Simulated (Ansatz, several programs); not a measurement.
SrMg₂O₃, ordered on the rocksalt lattice (I4/mmm) with 6 atoms a cell, relaxed with r2SCAN in Ansatz (plane waves, PAW): space group I4/mmm (No. 139), tetragonal; a = 3.332 Å, c = 13.558 Å in the conventional setting, 12.54 Å³ an atom. Mg has 6 O at 1.99–2.37 Å; O has 5 Mg at 1.99–2.36 Å and 1 Sr at 2.42 Å; O has 4 Sr at 2.36 Å and 2 Mg at 2.37 Å; Sr has 6 O at 2.36–2.42 Å. The cell was then scaled with its shape and fractional coordinates held, which makes it stiffer than a relaxed compression. Values at 0 K without nuclear motion; spin polarisation is off, and the phase may be a hypothetical one.

```csv
V (Å³/atom),E (meV/atom)
11.789,19.72
12.542,0.00
12.918,4.18
13.294,15.92
```

Task: Pass a cubic E = c₀ + c₁u + c₂u² + c₃u³, with u = V − 12.636 Å³, through these points.

Result: c₀ = 0.26, c₁ = +5.683, c₂ = 30.282, c₃ = -4.1899 (meV and Å³).

Task: Where is the minimum, and what bulk modulus follows?

Result: dE/du = 0 at u = -0.092, so V₀ = 12.54 Å³. B = V₀ d²E/dV² = 12.54 × (2c₂ + 6c₃u) = 12.54 × 62.879 = 789 meV/Å³, and 1 meV/Å³ is 0.16022 GPa: 126 GPa. A third-order Birch-Murnaghan fit to all five points gives 12.54 Å³ and 125 GPa.

Task: Predict the energy and the pressure at the withheld volume, 12.166 Å³.

Result: With u = -0.470: E ≈ 4.71 meV and P = −dE/dV ≈ +4.09 GPa. The run gives 4.68 meV and, from its stress, +4.08 GPa.
